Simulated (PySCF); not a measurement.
# CH9NOSi2: the cost of one run

Computed with PySCF 2.14.0, with density-fitted response routines of our own, on a single molecule in the gas phase. Atoms are numbered from 0 throughout.

## 1. Starting geometry

14 atoms, charge 0, multiplicity 1; geometry from: GFN2-xTB.

Bonds of the start (Å): C0–O1 1.39, O1–Si2 1.62, Si2–N3 1.72, N3–Si4 1.72, C0–H5 1.09, C0–H6 1.09, C0–H7 1.09, Si2–H8 1.47, Si2–H9 1.47, N3–H10 1.01, Si4–H11 1.47, Si4–H12 1.46, Si4–H13 1.46.

## 2. TDDFT and polarisability: wB97X-D/def2-SVPD

Job settings and geometry (Å):

```
{"job": {"kind": "uv", "xc": "wB97X-D", "basis": "def2-SVPD", "nstates": 8, "ntriplets": 3}, "charge": 0, "multiplicity": 1}
C     -2.805881    -0.165812     0.105916
O     -1.444508    -0.326414    -0.127954
Si    -0.236226     0.355955     0.713520
N      1.135150    -0.248226    -0.127183
Si     2.791517    -0.060130     0.312151
H     -3.078515    -0.550283     1.092032
H     -3.091333     0.887888     0.056453
H     -3.350866    -0.719881    -0.659453
H     -0.288451     1.818814     0.636034
H     -0.265844    -0.059821     2.120709
H      0.930321    -0.917926    -0.850503
H      3.161877    -0.937458     1.429859
H      2.975027     1.332269     0.714820
H      3.567054    -0.409448    -0.878517
```

Method: TDDFT wB97X-D/def2-SVPD, vertical, gas phase, core orbitals frozen in the response.

Launch:

```sh
$ OMP_NUM_THREADS=1 python probes_run.py task.json out
```

This one command runs all jobs of the session in turn.

Q: Estimate the wall time and peak memory of this first job on 1 thread of Arm Neoverse V1, shared host.

About 30 s, with a peak of 0.75 GiB.
